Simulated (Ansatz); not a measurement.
# CH4AlOS radical: a ladder of functionals and wavefunction methods

One table from this session's results is given with a row withheld; the runs are named, their logs left out.

Program: Ansatz 0.2.0, Gaussian basis. Level of theory: functionals in def2-TZVPP, the program's frozen cores in correlated methods. These are calculated values, not measurements.

Levels to be run: LDA (SPW92), PBE-D4, revPBE-D4, BLYP-D4, r2SCAN-D4, B97M-V, PBE0-D4, B3LYP-D4, r2SCANh-D4, r2SCAN0-D4, HSE06-D4, BHLYP-D4, CAM-B3LYP-D4, LC-ωPBE, ωB97X-V, ωB97M-V, B2PLYP, PBE-QIDH; CCSD(T)/def2-SVP; CCSD(T)/def2-TZVPP; MP2/def2-QZVPP; extrapolation to the limit; RPA on PBE.

**Structure used throughout**

The geometry comes from an earlier relaxation with PBE0-D4 in a triple-zeta def2 set; it is a stationary point, not always the lowest conformer.

8 atoms, charge 0, spin multiplicity 2.

Atoms are counted from 1 here; the program's logs count them from 0.

Bond lengths: C1–O2 1.399 Å, C1–H5 1.095 Å, C1–H6 1.097 Å, C1–H7 1.095 Å, O2–Al3 1.681 Å, Al3–S4 2.211 Å, S4–H8 1.343 Å. Angles: O2–C1–H5 110.0°, O2–C1–H6 112.4°, O2–C1–H7 110.0°, H5–C1–H6 108.1°, H5–C1–H7 108.0°, H6–C1–H7 108.1°, C1–O2–Al3 138.7°, O2–Al3–S4 117.4°, Al3–S4–H8 93.1°.

The first run:

Input file in.yaml:

```yaml
crystal:
  periodic: [false, false, false]
  atoms:
    - {symbol: C, position_ang: [0.012681, 1.389883, 0.390136]}
    - {symbol: O, position_ang: [0.731436, 0.585062, -0.499891]}
    - {symbol: Al, position_ang: [0.776724, -1.019627, -0.998362]}
    - {symbol: S, position_ang: [-0.666063, -2.414810, -0.070996]}
    - {symbol: H, position_ang: [-0.477117, 2.204066, -0.153458]}
    - {symbol: H, position_ang: [-0.758240, 0.828793, 0.931871]}
    - {symbol: H, position_ang: [0.691386, 1.833406, 1.125682]}
    - {symbol: H, position_ang: [-0.218708, -3.463873, -0.780782]}
basis:
  gaussian: {orbitals: def2-TZVPP}
magnetization: {spin_polarized: true, initial_magnetization: 1}
hamiltonian: {xc: lda}
output: {orbitals: {seedname: orbitals}}
```

Steps of the session up to this table: LDA; PBE-D4 (GGA); revPBE-D4 (GGA); BLYP-D4 (GGA); r2SCAN-D4 (meta-GGA); B97M-V (meta-GGA); PBE0-D4 (hybrid); B3LYP-D4 (hybrid); r2SCANh-D4 (hybrid); r2SCAN0-D4 (hybrid); HSE06-D4 (hybrid); BHLYP-D4 (hybrid); CAM-B3LYP-D4 (range-separated); LC-ωPBE-D4 (range-separated; the results give it without D4); ωB97X-V (range-separated); ωB97M-V (range-separated); B2PLYP (double hybrid); PBE-QIDH (double hybrid).

One table of the session follows, with a row left open; its other results are not shown here.

It belongs to the step «Frontier levels by functional». 

| functional | HOMO (eV) | LUMO (eV) | gap (eV) |
| --- | --- | --- | --- |
| LDA (SPW92) | -5.02 | -3.82 | 1.20 |
| PBE-D4 | -5.03 | -3.48 | 1.55 |
| revPBE-D4 | -5.01 | -3.33 | 1.68 |
| BLYP-D4 | -4.81 | -3.49 | 1.32 |
| r2SCAN-D4 | -5.33 | -3.03 | 2.30 |
| B97M-V | -4.97 | -3.96 | 1.01 |
| PBE0-D4 | -6.05 | -2.66 | 3.39 |
| B3LYP-D4 | -5.78 | -3.02 | 2.76 |
| r2SCANh-D4 | -5.69 | -2.80 | 2.89 |
| r2SCAN0-D4 | ? | ? | ? |
| HSE06-D4 | -5.65 | -3.04 | 2.62 |
| BHLYP-D4 | -6.86 | -1.99 | 4.87 |
| CAM-B3LYP-D4 | -7.19 | -1.88 | 5.31 |
| LC-ωPBE | -8.57 | -0.53 | 8.04 |
| ωB97X-V | -8.09 | -1.01 | 7.08 |
| ωB97M-V | -7.67 | -1.26 | 6.41 |

Estimate the missing values for r2SCAN0-D4.

Worked estimate for «HOMO (eV)». Against the share of exact exchange, r2SCAN-D4 (0, -5.33), r2SCANh-D4 (0.1, -5.69) give a slope of -3.60 per unit share; at 0.25 the line stands at -6.23.

As computed: HOMO (eV): -6.25; LUMO (eV): -2.47; gap (eV): 3.78. In «HOMO (eV)» the line misses by +0.02.
